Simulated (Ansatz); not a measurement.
# F2HOSi radical: up Jacob's ladder to CCSD(T)

One table from this session's results is given with a row withheld; the runs are named, their logs left out.

The runs use Ansatz 0.2.0, Gaussian basis; functionals in def2-TZVPP, the program's frozen cores in correlated methods.

The runs, in order: LDA (SPW92), PBE-D4, revPBE-D4, BLYP-D4, r2SCAN-D4, B97M-V, PBE0-D4, B3LYP-D4, r2SCANh-D4, r2SCAN0-D4, HSE06-D4, BHLYP-D4, CAM-B3LYP-D4, LC-ωPBE, ωB97X-V, ωB97M-V, B2PLYP, PBE-QIDH; CCSD(T)/def2-SVP; CCSD(T)/def2-TZVPP; MP2/def2-QZVPP; extrapolation to the limit; RPA on PBE.

## The geometry

The geometry comes from an earlier relaxation with PBE0-D4 in a triple-zeta def2 set; it is a stationary point.

SMILES `O[Si](F)F`, 5 atoms, charge 0, spin multiplicity 2.

Atoms are counted from 1 here; the program's logs count them from 0.

Bond lengths: O1–Si2 1.627 Å, O1–H5 0.959 Å, Si2–F3 1.584 Å, Si2–F4 1.592 Å. Angles: Si2–O1–H5 118.5°, O1–Si2–F3 105.6°, O1–Si2–F4 111.0°, F3–Si2–F4 107.4°.

Set-up of the first run:

in.yaml reads:

```yaml
crystal:
  periodic: [false, false, false]
  atoms:
    - {symbol: O, position_ang: [0.144845, 1.087908, -0.214148]}
    - {symbol: Si, position_ang: [-0.086866, -0.365849, 0.478603]}
    - {symbol: F, position_ang: [1.362145, -0.934017, 0.772530]}
    - {symbol: F, position_ang: [-0.797014, -1.371271, -0.530994]}
    - {symbol: H, position_ang: [-0.623101, 1.583228, -0.505981]}
basis:
  gaussian: {orbitals: def2-TZVPP}
magnetization: {spin_polarized: true, initial_magnetization: 1}
hamiltonian: {xc: lda}
output: {orbitals: {seedname: orbitals}}
```

Among the steps run: LDA; PBE-D4 (GGA); revPBE-D4 (GGA); BLYP-D4 (GGA); r2SCAN-D4 (meta-GGA); B97M-V (meta-GGA); PBE0-D4 (hybrid); B3LYP-D4 (hybrid); r2SCANh-D4 (hybrid); r2SCAN0-D4 (hybrid); HSE06-D4 (hybrid); BHLYP-D4 (hybrid); CAM-B3LYP-D4 (range-separated); LC-ωPBE-D4 (range-separated; the results give it without D4); ωB97X-V (range-separated); ωB97M-V (range-separated); B2PLYP (double hybrid); PBE-QIDH (double hybrid).

One table of the session follows, with a row left open; its other results are not shown here.

It belongs to the step «Frontier levels by functional». 

```
  functional  HOMO (eV)  LUMO (eV)  gap (eV)
 LDA (SPW92)      -5.72      -4.22      1.50
      PBE-D4      -5.71      -3.71      2.00
   revPBE-D4      -5.67      -3.51      2.16
     BLYP-D4      -5.54      -3.81      1.73
   r2SCAN-D4      -6.12      -3.14      2.97
      B97M-V      -5.73      -4.02      1.71
     PBE0-D4      -7.09      -2.74      4.34
    B3LYP-D4      -6.80      -3.23      3.57
  r2SCANh-D4          ?          ?         ?
  r2SCAN0-D4      -7.38      -2.43      4.95
    HSE06-D4      -6.68      -3.13      3.55
    BHLYP-D4      -8.32      -2.02      6.30
CAM-B3LYP-D4      -8.43      -1.95      6.47
     LC-ωPBE      -9.87      -0.33      9.54
     ωB97X-V      -9.32      -1.00      8.32
     ωB97M-V      -8.90      -1.17      7.73
```

**Question.** Estimate the row for r2SCANh-D4.

Worked estimate for «HOMO (eV)». Against the share of exact exchange, r2SCAN-D4 (0, -6.12), r2SCAN0-D4 (0.25, -7.38) give a slope of -5.04 per unit share; at 0.1 the line stands at -6.62.

The run gave: HOMO (eV): -6.62; LUMO (eV): -2.85; gap (eV): 3.77. In «HOMO (eV)» the line misses by 0.00.
